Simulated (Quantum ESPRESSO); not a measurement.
# Zr (P6_3/mmc) in Quantum ESPRESSO: notebook

One crystal, Zr, is run at these levels: PBEsol; tasks: relaxation of cell and atoms.

Program: Quantum ESPRESSO 7.5. These are calculated values, not measurements. Logs are shortened: lines on timing, memory, paths and dates and some standing lists are left out, and cuts for length are marked.

## (1) The structure

The structure is hexagonal, space group P6_3/mmc (No. 194). Conventional cell: a = 3.232 Å, b = 3.232 Å, c = 5.147 Å, α = 90.00°, β = 90.00°, γ = 120.00°. Zr (site symmetry -6m2) has 12 Zr at 3.18 to 3.23 Å as nearest neighbours.

## (2) Relaxation of cell and atoms, PBEsol, target pressure 6 GPa, at which the enthalpy is minimised

File pw.in:

```
&CONTROL
  calculation = 'vc-relax'
  prefix = 'pwscf'
  outdir = './tmp'
  pseudo_dir = './pseudo'
  tprnfor = .true.
  tstress = .true.
  disk_io = 'low'
  nstep = 40
  forc_conv_thr = 0.0004
  etot_conv_thr = 1d-05
/
&SYSTEM
  ibrav = 0
  nat = 2
  ntyp = 1
  ecutwfc = 45
  ecutrho = 360
  nbnd = 19
  occupations = 'smearing'
  smearing = 'gaussian'
  degauss = 0.00734986
/
&ELECTRONS
  conv_thr = 4d-10
  electron_maxstep = 120
  mixing_beta = 0.5
/
&IONS
  ion_dynamics = 'bfgs'
/
&CELL
  cell_dynamics = 'bfgs'
  press = 60
  press_conv_thr = 0.3
/
ATOMIC_SPECIES
Zr    91.2240 zr_pbesol_v1.uspp.F.UPF
CELL_PARAMETERS angstrom
   3.2320000000    0.0000000000    0.0000000000
  -1.6160000000    2.7989941050    0.0000000000
   0.0000000000    0.0000000000    5.1470000000
ATOMIC_POSITIONS crystal
Zr     0.3333333333    0.6666666667    0.2500000000
Zr     0.6666666667    0.3333333333    0.7500000000
K_POINTS automatic
21 21 12 0 0 0
```

Potentials or basis: GBRV 1.5 PBEsol.

On the command line:

```
OMP_NUM_THREADS=1 pw.x -in pw.in > pw.out
```

pw.out:

```text
This program is part of the open-source Quantum ESPRESSO suite
     for quantum simulation of materials; please cite
         "P. Giannozzi et al., J. Phys.:Condens. Matter 21 395502 (2009);
         "P. Giannozzi et al., J. Phys.:Condens. Matter 29 465901 (2017);
         "P. Giannozzi et al., J. Chem. Phys. 152 154105 (2020);
     in publications or presentations arising from this work. More details at

     Message from routine setup:
     using ibrav=0 with symmetry is DISCOURAGED, use correct ibrav instead

     G-vector sticks info
     --------------------
     sticks:   dense  smooth     PW     G-vecs:    dense   smooth      PW
     Sum         925     463    151                36347    12827    2225

     Using Slab Decomposition

     bravais-lattice index     =            0
     lattice parameter (alat)  =       6.1076  a.u.
     unit-cell volume          =     314.2130 (a.u.)^3
     number of atoms/cell      =            2
     number of atomic types    =            1
     number of electrons       =        24.00
     number of Kohn-Sham states=           19
     kinetic-energy cutoff     =      45.0000  Ry
     charge density cutoff     =     360.0000  Ry
     scf convergence threshold =      4.0E-10
     mixing beta               =       0.5000
     number of iterations used =            8  plain     mixing
     energy convergence thresh.=      1.0E-05
     force convergence thresh. =      4.0E-04
     press convergence thresh. =      3.0E-01
     Exchange-correlation= SLA  PW   PSX  PSC
                           (   1   4  10   8   0   0   0)
     nstep                     =           40

     celldm(1)=   6.107595  celldm(2)=   0.000000  celldm(3)=   0.000000
     celldm(4)=   0.000000  celldm(5)=   0.000000  celldm(6)=   0.000000

     crystal axes: (cart. coord. in units of alat)
               a(1) = (   1.000000   0.000000   0.000000 )
               a(2) = (  -0.500000   0.866025   0.000000 )
               a(3) = (   0.000000   0.000000   1.592512 )

     reciprocal axes: (cart. coord. in units 2 pi/alat)
               b(1) = (  1.000000  0.577350 -0.000000 )
               b(2) = (  0.000000  1.154701  0.000000 )
               b(3) = (  0.000000 -0.000000  0.627939 )

     PseudoPot. # 1 for Zr read from file:
     zr_pbesol_v1.uspp.F.UPF
     Pseudo is Ultrasoft + core correction, Zval = 12.0
     Generated by new atomic code, or converted to UPF format
     Using radial grid of  887 points,  6 beta functions with:
                l(1) =   0
                l(2) =   0
                l(3) =   1
                l(4) =   1
                l(5) =   2
                l(6) =   2
     Q(r) pseudized with  6 coefficients,  rinner =    1.200   1.200   1.200
                                                       1.200   1.200

     atomic species   valence    mass     pseudopotential
     Zr               12.00    91.22400     Zr( 1.00)

     24 Sym. Ops., with inversion, found (12 have fractional translation)

   Cartesian axes

     site n.     atom                  positions (alat units)
         1        Zr     tau(   1) = (  -0.0000000   0.5773503   0.3981281  )
         2        Zr     tau(   2) = (   0.5000000   0.2886751   1.1943843  )

     number of k points=   336  Gaussian smearing, width (Ry)=  0.0073

     Number of k-points >= 100: set verbosity='high' to print them.

     Dense  grid:    36347 G-vectors     FFT dimensions: (  40,  40,  60)

     Smooth grid:    12827 G-vectors     FFT dimensions: (  27,  27,  48)

     Initial potential from superposition of free atoms

     starting charge      23.9961, renormalised to      24.0000

     negative rho (up, down):  1.209E-01 0.000E+00
     Starting wfcs are   26 randomized atomic wfcs

     Self-consistent Calculation

     iteration #  1     ecut=    45.00 Ry     beta= 0.50
     Davidson diagonalization with overlap
     ethr =  1.00E-02,  avg # of iterations =  2.0

     Threshold (ethr) on eigenvalues was too large:
     Diagonalizing with lowered threshold

     Davidson diagonalization with overlap
     ethr =  1.36E-04,  avg # of iterations =  2.1

     negative rho (up, down):  1.219E-01 0.000E+00

     total energy              =    -198.25799841 Ry
     estimated scf accuracy    <       0.03765073 Ry

     iteration #  2     ecut=    45.00 Ry     beta= 0.50
     Davidson diagonalization with overlap
     ethr =  1.57E-04,  avg # of iterations =  2.0
[... 71 lines left out ...]
     atom    1 type  1   force =     0.00000000    0.00000000    0.00000000
     atom    2 type  1   force =     0.00000000    0.00000000    0.00000000

     Total force =     0.000000     Total SCF correction =     0.000000

     Computing stress (Cartesian axis) and pressure

     negative rho (up, down):  1.236E-01 0.000E+00
          total   stress  (Ry/bohr**3)                   (kbar)     P=      -33.27
  -0.00023688   0.00000000   0.00000000          -34.85        0.00        0.00
   0.00000000  -0.00023688   0.00000000            0.00      -34.85        0.00
  -0.00000000   0.00000000  -0.00020482           -0.00        0.00      -30.13

     BFGS Geometry Optimization
     Energy error            =      1.0E-02 Ry
     Gradient error          =      0.0E+00 Ry/Bohr
     Cell gradient error     =      9.5E+01 kbar

     number of scf cycles    =   1
     number of bfgs steps    =   0

     enthalpy           new  =    -198.1331933930 Ry

     new trust radius        =       0.0571445287 bohr
     new conv_thr            =       0.0000000004 Ry

     new unit-cell volume =    299.50614 a.u.^3 (    44.38223 Ang^3 )
     density =      6.82620 g/cm^3

CELL_PARAMETERS (angstrom)
   3.179904050   0.000000000  -0.000000000
  -1.589952025   2.753877689   0.000000000
   0.000000000   0.000000000   5.068161665
[... 811 lines left out ...]
     Computing stress (Cartesian axis) and pressure

     negative rho (up, down):  1.238E-01 0.000E+00
          total   stress  (Ry/bohr**3)                   (kbar)     P=       59.94
   0.00040762   0.00000000   0.00000000           59.96        0.00        0.00
   0.00000000   0.00040762   0.00000000            0.00       59.96        0.00
   0.00000000   0.00000000   0.00040719            0.00        0.00       59.90

     Energy error            =      2.7E-07 Ry
     Gradient error          =      1.4E-25 Ry/Bohr
     Cell gradient error     =      1.0E-01 kbar

     bfgs converged in   8 scf cycles and   7 bfgs steps
     (criteria: energy <  1.0E-05 Ry, force <  4.0E-04 Ry/Bohr, cell <  3.0E-01 kbar)

     End of BFGS Geometry Optimization

     Final enthalpy           =    -198.1424992953 Ry

Begin final coordinates
     new unit-cell volume =    286.66003 a.u.^3 (    42.47863 Ang^3 )
     density =      7.13210 g/cm^3

CELL_PARAMETERS (angstrom)
   3.118284869   0.000000000   0.000000000
  -1.559142434   2.700513912  -0.000000000
  -0.000000000  -0.000000000   5.044386182

ATOMIC_POSITIONS (crystal)
Zr               0.3333333333        0.6666666667        0.2500000000
Zr               0.6666666667        0.3333333333        0.7500000000
End final coordinates

     Final scf calculation at the relaxed structure.
     The G-vectors are recalculated for the final unit cell
     Results may differ from those at the preceding step.

     G-vector sticks info
     --------------------
     sticks:   dense  smooth     PW     G-vecs:    dense   smooth      PW
     Sum         859     433    139                33135    11693    1997

     Using Slab Decomposition

     bravais-lattice index     =            0
     lattice parameter (alat)  =       6.1076  a.u.
     unit-cell volume          =     286.6600 (a.u.)^3
     number of atoms/cell      =            2
     number of atomic types    =            1
     number of electrons       =        24.00
     number of Kohn-Sham states=           19
     kinetic-energy cutoff     =      45.0000  Ry
     charge density cutoff     =     360.0000  Ry
     scf convergence threshold =      4.0E-12
     mixing beta               =       0.5000
     number of iterations used =            8  plain     mixing
     press convergence thresh. =      3.0E-01
     Exchange-correlation= SLA  PW   PSX  PSC
                           (   1   4  10   8   0   0   0)

     celldm(1)=   6.107595  celldm(2)=   0.000000  celldm(3)=   0.000000
     celldm(4)=   0.000000  celldm(5)=   0.000000  celldm(6)=   0.000000

     crystal axes: (cart. coord. in units of alat)
               a(1) = (   0.964816   0.000000   0.000000 )
               a(2) = (  -0.482408   0.835555  -0.000000 )
               a(3) = (  -0.000000  -0.000000   1.560763 )

     reciprocal axes: (cart. coord. in units 2 pi/alat)
               b(1) = (  1.036467  0.598405  0.000000 )
               b(2) = ( -0.000000  1.196809  0.000000 )
               b(3) = ( -0.000000  0.000000  0.640712 )

     PseudoPot. # 1 for Zr read from file:
     zr_pbesol_v1.uspp.F.UPF
     Pseudo is Ultrasoft + core correction, Zval = 12.0
     Generated by new atomic code, or converted to UPF format
     Using radial grid of  887 points,  6 beta functions with:
                l(1) =   0
                l(2) =   0
                l(3) =   1
                l(4) =   1
                l(5) =   2
                l(6) =   2
     Q(r) pseudized with  6 coefficients,  rinner =    1.200   1.200   1.200
                                                       1.200   1.200

     atomic species   valence    mass     pseudopotential
     Zr               12.00    91.22400     Zr( 1.00)

     24 Sym. Ops., with inversion, found (12 have fractional translation)

   Cartesian axes

     site n.     atom                  positions (alat units)
         1        Zr     tau(   1) = (  -0.0000000   0.5570367   0.3901908  )
         2        Zr     tau(   2) = (   0.4824079   0.2785183   1.1705723  )

     number of k points=   336  Gaussian smearing, width (Ry)=  0.0073

     Number of k-points >= 100: set verbosity='high' to print them.

     Dense  grid:    33135 G-vectors     FFT dimensions: (  36,  36,  60)

     Smooth grid:    11693 G-vectors     FFT dimensions: (  25,  25,  48)

     Initial potential from superposition of free atoms

     starting charge      23.9961, renormalised to      24.0000

     negative rho (up, down):  1.234E-01 0.000E+00
     Starting wfcs are   26 randomized atomic wfcs

     Self-consistent Calculation

     iteration #  1     ecut=    45.00 Ry     beta= 0.50
     Davidson diagonalization with overlap
     c_bands:  1 eigenvalues not converged
     c_bands:  1 eigenvalues not converged
     c_bands:  1 eigenvalues not converged
     c_bands:  1 eigenvalues not converged
     c_bands:  1 eigenvalues not converged
     c_bands:  1 eigenvalues not converged
     c_bands:  1 eigenvalues not converged
     ethr =  1.00E-06,  avg # of iterations = 10.6

     negative rho (up, down):  1.242E-01 0.000E+00

     total energy              =    -198.25620992 Ry
     estimated scf accuracy    <       0.03371913 Ry
[... 93 lines left out ...]
     atom    1 type  1   force =     0.00000000    0.00000000    0.00000000
     atom    2 type  1   force =    -0.00000000   -0.00000000   -0.00000000

     Total force =     0.000000     Total SCF correction =     0.000000

     Computing stress (Cartesian axis) and pressure

     negative rho (up, down):  1.257E-01 0.000E+00
          total   stress  (Ry/bohr**3)                   (kbar)     P=       59.90
   0.00040733  -0.00000000   0.00000000           59.92       -0.00        0.00
  -0.00000000   0.00040733   0.00000000           -0.00       59.92        0.00
   0.00000000   0.00000000   0.00040694            0.00        0.00       59.86

=------------------------------------------------------------------------------=
   JOB DONE.
=------------------------------------------------------------------------------=
```

Wall time 18 min (1 thread of Intel Xeon Platinum 8375C at 2.90GHz (Ice Lake), shared host); peak memory 0.31 GiB.

Results:

```
Free energy                                            : -2697.4567 eV
Relaxed volume                                         : 21.24 Å³/atom
Relaxed cell                                           : a = 3.118 Å, b = 3.118 Å, c = 5.044 Å, α = 90.00°, β = 90.00°, γ = 120.00°
Space group after relaxing (to 0.05 Å)                 : P6_3/mmc (No. 194)
Energy change on relaxing (the enthalpy is what falls) : +13.1 meV/atom
Ionic steps                                            : 8
Pressure after relaxing                                : 6.0 GPa
Band gap on the k mesh                                 : none (metal or under the smearing width)
```

Step by step:
```tsv
step	energy change (eV)	largest force (eV/Å)	pressure (GPa)	volume (Å³)
1	0.0000	0.0000	-3.33	46.56
2	-0.0151	0.0000	1.28	44.38
3	0.0329	0.0000	6.50	42.34
4	0.0261	0.0000	6.02	42.51
5	0.0235	0.0000	5.83	42.57
6	0.0237	0.0000	5.82	42.55
7	0.0256	0.0000	5.94	42.50
8	0.0263	0.0000	5.99	42.48
```

Final structure:
```yaml
crystal:
  lattice:
    - [3.11828, 0.00000, 0.00000]
    - [-1.55914, 2.70051, 0.00000]
    - [0.00000, 0.00000, 5.04439]
  atoms:
    - { symbol: Zr, position: [0.33333, 0.66667, 0.25000] }
    - { symbol: Zr, position: [0.66667, 0.33333, 0.75000] }
```

## (3) Relaxation of cell and atoms, PBEsol, target pressure 9 GPa, at which the enthalpy is minimised

Changes to pw.in since step 2:

```diff
@@ -33,3 +33,3 @@
   cell_dynamics = 'bfgs'
-  press = 60
+  press = 90
   press_conv_thr = 0.3
```

Potentials or basis: GBRV 1.5 PBEsol.

On the command line:

```
OMP_NUM_THREADS=1 pw.x -in pw.in > pw.out
```

Run time: 18 min. Hardware: 1 thread of Intel Xeon Platinum 8375C at 2.90GHz (Ice Lake), shared host; peak memory 0.32 GiB.

It converged, with:

```
Free energy                                            : -2697.4076 eV
Relaxed volume                                         : 20.71 Å³/atom
Relaxed cell                                           : a = 3.088 Å, b = 3.088 Å, c = 5.018 Å, α = 90.00°, β = 90.00°, γ = 120.00°
Space group after relaxing (to 0.05 Å)                 : P6_3/mmc (No. 194)
Energy change on relaxing (the enthalpy is what falls) : +37.7 meV/atom
Ionic steps                                            : 8
Pressure after relaxing                                : 9.0 GPa
Band gap on the k mesh                                 : none (metal or under the smearing width)
```

The path:
| step | energy change (eV) | largest force (eV/Å) | pressure (GPa) | volume (Å³) |
| --- | --- | --- | --- | --- |
| 1 | 0.0000 | 0.0000 | -3.33 | 46.56 |
| 2 | -0.0061 | 0.0000 | 2.93 | 43.70 |
| 3 | 0.0891 | 0.0000 | 9.79 | 41.23 |
| 4 | 0.0743 | 0.0000 | 9.01 | 41.47 |
| 5 | 0.0702 | 0.0000 | 8.78 | 41.53 |
| 6 | 0.0706 | 0.0000 | 8.76 | 41.51 |
| 7 | 0.0741 | 0.0000 | 8.92 | 41.45 |
| 8 | 0.0754 | 0.0000 | 8.99 | 41.43 |

Final structure:
```xyz
2
Lattice="3.0875 0.0000 0.0000 -1.5438 2.6739 0.0000 0.0000 0.0000 5.0179" Properties=species:S:1:pos:R:3 pbc="T T T"
Zr    0.0000    1.7826    1.2545
Zr    1.5438    0.8913    3.7634
```

Levels at points of the mesh, in eV from the Fermi level:
| k point | band 8 | band 9 | band 10 | band 11 | band 12 | band 13 | band 14 | band 15 | band 16 | band 17 |
| --- | --- | --- | --- | --- | --- | --- | --- | --- | --- | --- |
| (0.00, 0.00, 0.00) | -25.87 | -5.84 | -3.37 | 0.85 | 0.90 | 0.90 | 1.52 | 1.66 | 1.66 | 2.51 |
| (0.00, 0.00, -0.50) | -25.96 | -4.03 | -4.03 | -0.06 | -0.06 | 0.83 | 0.83 | 0.83 | 0.83 | 4.49 |
